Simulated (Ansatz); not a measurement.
# InH (singlet): wave-function methods side by side, def2-TZVPP

An exercise on one series of results from a longer session: the logs are not shown, and one member is left open.

The runs use Ansatz 0.2.0, Gaussian basis; def2-TZVPP, core rule «outside noble gas», up to 9 orbitals frozen.

To be run: UHF; CCSD(T) on RHF; BCCD(T) on RHF; CISD; CCSDT(Q) on RHF; CASSCF and MRCISD+Q, 4 electrons in 5 orbitals; CASSCF and NEVPT2, 4 electrons in 5 orbitals; Full CI; Full CI, several states.

9 further runs of the same task are left out: 1 that didn't finish, 8 set aside as unsound or not needed.

## The geometry

The geometry is a PBE0/def2-TZVP stationary point (not a proven minimum). No spin-orbit coupling is included. Elements past krypton take def2 core potentials.

2 atoms, charge 0, spin multiplicity 1.

Atoms are counted from 1 here; the program's logs count them from 0.

Bond lengths: In1–H2 1.850 Å.

Coordinates:

```xyz
2
HIn
In    0.0000    0.0000    0.0000
H     0.0000    0.0000    1.8498
```

The first run:

Contents of in.yaml:

```yaml
crystal:
  periodic: [false, false, false]
  atoms:
    - {symbol: In, position_ang: [0.000000, 0.000000, 0.000000]}
    - {symbol: H, position_ang: [0.000000, 0.000000, 1.849800]}
basis:
  gaussian: {orbitals: def2-TZVPP}
magnetization: {spin_polarized: true, initial_magnetization: 0}
hamiltonian: {xc: hf}
output: {orbitals: {seedname: orbitals}}
```

Run with:

```console
$ ansatz run in.yaml --threads 1 --pin off --events-out ev --progress --plain --max-ram 2393MiB
```

Among the steps run: UHF; CCSD(T) on RHF; BCCD(T) on RHF; CISD; CCSDT(Q) on RHF; CASSCF and MRCISD+Q, 4 electrons in 5 orbitals; CASSCF and NEVPT2, 4 electrons in 5 orbitals; Full CI; Full CI, several states.

One of the session's tables, all rows but one given; the rest of the session is left out.

| method | from FCI (meV) |
| --- | --- |
| RHF | +1999.0 |
| RMP2 | +507.8 |
| RCCSD | +38.7 |
| RCCSD(T) | +8.8 |
| BCCD(T) | +8.7 |
| RCCSDT | +1.2 |
| RCCSDT(Q) | +0.2 |
| CASSCF valence | +910.2 |
| NEVPT2 valence | ? |
| MRCISD valence | +16.7 |
| MRCISD+Q valence | -5.1 |
| FCI | 0 |

Estimate the missing values for NEVPT2 valence.

As computed: from FCI (meV): +293.5. In the column «from FCI (meV)» it lies between RCCSD (+38.7) and RMP2 (+507.8).

Not comparable, so not listed: CISD (they don't share determinant, frozen orbitals or solution with the rows shown, or repeat one).

Caveats from the session: MRCISD+Q valence falls below full CI: the +Q correction isn't variational, and the cores differ from full CI's.
